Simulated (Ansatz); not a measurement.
Task: a surface slab of Ba, space group P6/mmm, with Ansatz 0.2.0, Python API. Give the script and its output. Level of theory (first run): PBEsol, PAW, cutoff 476 eV, 3×3×1 k-points, cold smearing of 0.1 eV, D3BJ dispersion.

```
Ba
1.0
     6.99607    0.00000    0.00000
    -3.49803    6.05877    0.00000
     0.00000    0.00000    3.90939
Ba
2
Direct
  0.33333 0.66667 0.50000
  0.66667 0.33333 0.50000
```

`slab_ba.py`:
```python
"""A surface of Ba: energy and work function."""

import ansatz as az
from ase import Atoms
from ase.build import surface
from ase.constraints import FixAtoms
import numpy as np

FUNCTIONAL = "pbesol"
VDW = "d3bj"
SCF_TOL = 1e-07
OCCUPATIONS = "Marzari-Vanderbilt"

atoms = Atoms(
    ["Ba", "Ba"],
    scaled_positions=[
        [1 / 3, 2 / 3, 0.5],
        [2 / 3, 1 / 3, 0.5],
    ],
    cell=[
        [6.996067, 0.0, 0.0],
        [-3.498034, 6.058772, 0.0],
        [0.0, 0.0, 3.909394],
    ],
    pbc=True,
)
# Miller indices count the vectors of the cell as typed
slab = surface(atoms, (0, 0, 1), 3, vacuum=6.0)
slab.pbc = (True, True, False)

print(slab.get_chemical_formula(), "area {:.3f} A^2, cell height {:.2f} A".format(np.linalg.norm(np.cross(slab.cell[0], slab.cell[1])), slab.cell[2, 2]))
# hold the lower half
slab.set_constraint(FixAtoms(mask=slab.positions[:, 2] < slab.positions[:, 2].mean()))


def settings(structure):
    return (
        az.Crystal.from_ase(structure).calculation()
        .basis(35 * az.Ry)
        .functional(FUNCTIONAL, dispersion=VDW)
        .scf(tolerance=SCF_TOL)
        .occupations(OCCUPATIONS)  # the run then minimises F = E - TS
    )


job = (
    settings(slab)
    .kpoints(3, 3, 1)  # sampling of the Brillouin zone
    .relax(force_tolerance=0.03, max_steps=30)
)
done = job.run(threads=1)
summary = done.report

print(f"slab free energy {summary['free_energy_ev']:.4f} eV, Fermi level {summary['fermi_energy_ev']:.3f} eV")
print("vacuum reading:", {k: round(v, 3) for k, v in summary.get("vacuum", {}).items() if isinstance(v, float)})

# two faces, so half the excess energy for each
bulk = settings(atoms).kpoints(4, 4, 6).run(threads=1).report
excess = summary["free_energy_ev"] - bulk["free_energy_ev"] * len(slab) / len(atoms)
area = np.linalg.norm(np.cross(slab.cell[0], slab.cell[1]))
print(f"mean surface energy {excess / (2 * area) * 16.02177:.3f} J/m^2 ({1000 * excess / (2 * area):.1f} meV/A^2)")

print("atom   z before  z after (A)")
for atom, site in zip(slab, done.lattice.sites):
    print(f"{atom.symbol:3s} {atom.z:9.3f} {site.position_ang[2]:9.3f}")
```

Running `python slab_ba.py` prints:
```text
Ba6 area 42.388 A^2, cell height 19.82 A
DeckWarning: crystal.periodic: the lattice vector that does not repeat stood 0.000° off the slab's normal, 19.819 Å along it as the deck builds it. The run solves the slab on a vector along the [...]
DeckWarning: crystal.symmetry: narrowed to the stabiliser of the relax constraints — unitary ops 24 → 12; lowered at sites 0, 1, 4, 5 (the operations that carried what is held of a site onto what its [...]
slab free energy -35170.5020 eV, Fermi level -2.700 eV
vacuum reading: {'free_states_from_ev': -0.0, 'bound_up_to_ev': -0.004}
mean surface energy 0.298 J/m^2 (18.6 meV/A^2)
atom   z before  z after (A)
Ba      6.000     6.000
Ba      6.000     6.000
Ba      9.909     9.767
Ba      9.909     9.767
Ba     13.819    13.535
Ba     13.819    13.535
```
(Warnings from the package without file and line, shortened.)

Caveats:
- Absolute energies stand on the zero of these potentials, so only differences at equal settings mean something. A total without «per atom» is that of the cell as typed.
- Dispersion corrections can be off by several per cent in the lattices of metals, and by several GPa in the pressure at a fixed cell.
- The mesh is modest for a metal, so energies can be off by several to tens of meV an atom and pressures by half a GPa or more; differences at equal mesh fare better.
- An absolute Fermi energy rests on an arbitrary zero of the periodic potential and has no direct meaning.
- These metals are very soft, so angles and axial ratios aren't settled by this mesh and stress tolerance.
- This isn't the structure that Ba takes at ambient conditions.
- The slab is thin and cut from the structure as given; a cut can leave two unlike or polar faces, and the surface energy is then their mean. Miller indices refer to the vectors of the cell as typed, and the lattice isn't relaxed for this functional, so relaxation and surface energy can hold strain.
- Finished in 70 s on 1 thread of Arm Neoverse V1 (shared host), peak memory 1.3 GiB.
